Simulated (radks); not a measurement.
**Valence configurations of Cr⁺**

One table from this session's results is given with a row withheld; the runs are named, their logs left out.

The numbers are computed with radks (a radial shooting solver on a logarithmic mesh, Libxc functionals) version 1 (scalar-relativistic Kohn-Sham, r2SCAN, spin-polarised, spherical densities, finite nucleus; open shells are filled with parallel spins first), except any that are marked as measured or tabulated.

## The system

```
element            : chromium (Z = 24)
charge             : +1
electrons          : 23
configuration      : [Ar] 3d5
nuclear rms radius : 3.6452 fm
others tried       : 3d4 4p1; 3d3 4p2; 3d2 4p3; 3d4.5 4p0.5; 4p5; 3d1 4p4; 3d2 4s1 4p2; 3d3 4s2; 3d4 4s1
```

The outer shells:

Cr⁺
```
[Ar] core
3d [↑ ][↑ ][↑ ][↑ ][↑ ]
```

Set-up of the first run:

Input:

```text
Z 24
configuration [Ar] 3d5
relativity scalar-relativistic
functional r2scan,r2scan
spin polarised
nucleus finite rms 3.6452 fm
c 137.035999084
```

Among the steps run: [Ar] 3d5.

One table of the session follows, with a row left open; its other results are not shown here.

It belongs to the step «[Ar] 3d5». From the orbitals of this run (lengths in bohr):

| level | <r> | outermost maximum (interpolated) | 90 % within | nodes |
| --- | --- | --- | --- | --- |
| 2s down | 0.2920 | 0.243 | 0.453 | 1 |
| 2p up | ? | ? | ? | ? |
| 2p down | 0.2592 | 0.198 | 0.425 | 0 |
| 3s up | 0.9041 | 0.777 | 1.36 | 2 |
| 3s down | 0.9070 | 0.778 | 1.36 | 2 |
| 3p up | 0.9694 | 0.800 | 1.50 | 1 |
| 3p down | 0.9729 | 0.802 | 1.50 | 1 |
| 3d up | 1.365 | 0.844 | 2.42 | 0 |

Q: Estimate the row for 2p up from the others.

As computed: <r>: 0.2600; outermost maximum (interpolated): 0.198; 90 % within: 0.426; nodes: 0. In the column «<r>» it lies between 2p down (0.2592) and 2s down (0.2920).
